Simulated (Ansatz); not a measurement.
## C2H4Ge, SMILES [CH]1=[CH][GeH2]1: harmonic frequencies at the relaxed geometry, step by step

Program: Ansatz 0.2.0 through its Python package.

Typed at the interpreter:
```pycon
>>> import ansatz as az
>>> from ase import Atoms
>>> from ase.thermochemistry import IdealGasThermo
>>> import numpy as np
>>> SETTINGS = {
...     "basis_set": "def2-SVP",
...     "functional": "pbe0",
... }
>>> GEOMETRY = """
... C    -0.74730   -0.59510   -0.16420
... C     0.13180    0.10110   -1.08510
... Ge    0.49560    0.35970    0.65480
... H    -1.60790   -1.15430   -0.06910
... H     0.41770    0.30130   -2.12930
... H    -0.10800    1.59310    1.38250
... H     1.47940   -0.67380    1.36470
... """
>>> molecule = az.Crystal.molecule()
>>> for line in GEOMETRY.strip().splitlines():
...     symbol, *xyz = line.split()
...     molecule = molecule.atom(symbol, [float(v) for v in xyz])
...
>>> calculation = (
...     molecule.calculation()
...     .basis(gaussian=SETTINGS["basis_set"])
...     .functional(SETTINGS["functional"])
... )
>>> symbols = [site.symbol for site in molecule.cartesian_sites]
>>> start = np.array([site.position_ang for site in molecule.cartesian_sites], dtype=float)
>>> summary = calculation.relax(force_tolerance=0.003).run(threads=1, pin="off").report

>>> end = np.array(summary["positions_ang"])
>>> print("bond        before    after (A)")
bond        before    after (A)
>>> for i, j in [(0, 1), (0, 2), (0, 3), (1, 2), (1, 4), (2, 5), (2, 6)]:
...     d0, d1 = (np.linalg.norm(xyz[i] - xyz[j]) for xyz in (start, end))
...     print(f"{symbols[i]}{i}-{symbols[j]}{j}".ljust(10), f"{d0:8.4f} {d1:8.4f}")
...
C0-C1        1.4511   1.3284
C0-Ge2       1.7684   1.9133
C0-H3        1.0307   1.0939
C1-Ge2       1.7962   1.9133
C1-H4        1.1010   1.0939
Ge2-H5       1.5541   1.5318
Ge2-H6       1.5937   1.5318
>>> # frequencies need a stationary point, so they are taken at the relaxed geometry
>>> minimum = az.Crystal.molecule()
>>> for symbol, xyz in zip(symbols, end):
...     minimum = minimum.atom(symbol, xyz.tolist())
...
>>> vibrating = minimum.calculation()
>>> vibrating = vibrating.basis(gaussian=SETTINGS["basis_set"]).functional(SETTINGS["functional"])
>>> vibrating = vibrating.phonons(temperatures=(200, 600, 100))
>>> vib = vibrating.run(threads=1, pin="off").report["vibrations"]
>>> sums = vib["harmonic_sums"]
>>> modes = [m["omega_inv_cm"] for m in sums["modes_at_gamma"] if m["rigid_motion"] == "no"]
>>> print("frequencies (1/cm):", " ".join(f"{w:.0f}" for w in modes))
frequencies (1/cm): 482 560 566 643 645 651 864 931 953 1088 1605 2178 2180 3197 3228
>>> print("imaginary modes:", sum(w < 0 for w in modes), " zero-point energy:", round(sums["zero_point_energy_ev"], 4), "eV")
imaginary modes: 0  zero-point energy: 1.2256 eV
>>> # rigid rotor and ideal gas, symmetry number taken as one
>>> gas = IdealGasThermo(vib_energies=[w / 8065.544 for w in modes if w > 0], geometry="linear" if len(modes) == 3 * len(symbols) - 5 else "nonlinear",
...                      atoms=Atoms(symbols, positions=end), symmetrynumber=1, spin=0.0)
>>> print(f"H(298 K) - E = {gas.get_enthalpy(298.15, verbose=False):.4f} eV")
H(298 K) - E = 1.3608 eV
>>> print(f"S(298 K, 1 bar) = {96485.33 * gas.get_entropy(298.15, 1e5, verbose=False):.1f} J/(mol K) with symmetry number 1")
S(298 K, 1 bar) = 277.3 J/(mol K) with symmetry number 1
```

What to keep in mind:
- The frequencies are harmonic and unscaled, in a modest basis. The result belongs to the one conformer reached from this start, and soft torsions count as harmonic oscillators.
- The entropy takes a symmetry number of 1; a symmetric molecule's is lower by R ln(sigma).
- Run time: 62 s on 1 thread of Intel(R) Xeon(R) Gold 6455B (Sapphire Rapids) (shared host), peak memory 0.29 GiB.

(Lines on the test bed's own set-up are left out of the output.)
